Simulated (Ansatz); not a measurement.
Run this with Ansatz's Python interface and show what comes out.

`ir_edit.py`
```python
import warnings

import ansatz as az
import numpy as np
from tabulate import tabulate

SETTINGS = {
    "xc": "r2scan",
    "cutoff": 650,
    "kmesh": (3, 12, 4),
    "filling": "Fermi-Dirac",
    "width_ev": 0.1,
}


def main() -> None:
    warnings.simplefilter("ignore", az.DeckWarning)

    vectors = np.array([
        [12.23845525, 0.0, 0.0],
        [0.0, 2.23343126, 0.0],
        [0.0, 0.0, 7.1930008],
    ])
    system = (
        az.Lattice.of(vectors)
        .atom("Ir", (0.25, 0.0, 0.1639884))
        .atom("Ir", (0.75, 0.0, 0.8360116))
    )

    model = (
        system.calculation()
        .functional(SETTINGS["xc"])
        .basis(SETTINGS["cutoff"])
        .kpoints(mesh=SETTINGS["kmesh"])
        .occupations(SETTINGS["filling"], width=SETTINGS["width_ev"])
        .band_table()
    )
    typed = model.input()
    rows = []
    for value in [2, 5, 10]:
        edited = typed.set(az.key.scf.mixing.ndim, value)
        r = az.Session.from_dict(edited).plan().execute().report
        rows.append((value, r["free_energy_ev"], r["n_iterations"], len(r["eigenvalues_ev"][0]) if "eigenvalues_ev" in r else 0))
    print(tabulate(rows, headers=["history", "F eV", "iterations", "bands listed"], floatfmt=".4f", tablefmt="simple"))


if __name__ == "__main__":
    main()
```

Running `python ir_edit.py` prints:
```text
  history         F eV    iterations    bands listed
---------  -----------  ------------  --------------
        2  -23889.1848             9              21
        5  -23889.1848             7              21
       10  -23889.1848             7              21
```

Absolute energies stand on the zero of these potentials, so only differences at equal settings mean something. A total without «per atom» is that of the whole cell that was run. No spin polarisation was allowed. The cell holds layers, chains or clusters in vacuum, no bulk phase. Points of the mesh across the vacuum add cost only. Spin-orbit coupling, which matters for elements this heavy, is left out. This isn't the structure that Ir takes at ambient conditions. The whole script took 56 s on 1 thread of Intel(R) Xeon(R) Platinum 8488C (Sapphire Rapids) (shared host), peak memory 1.1 GiB.
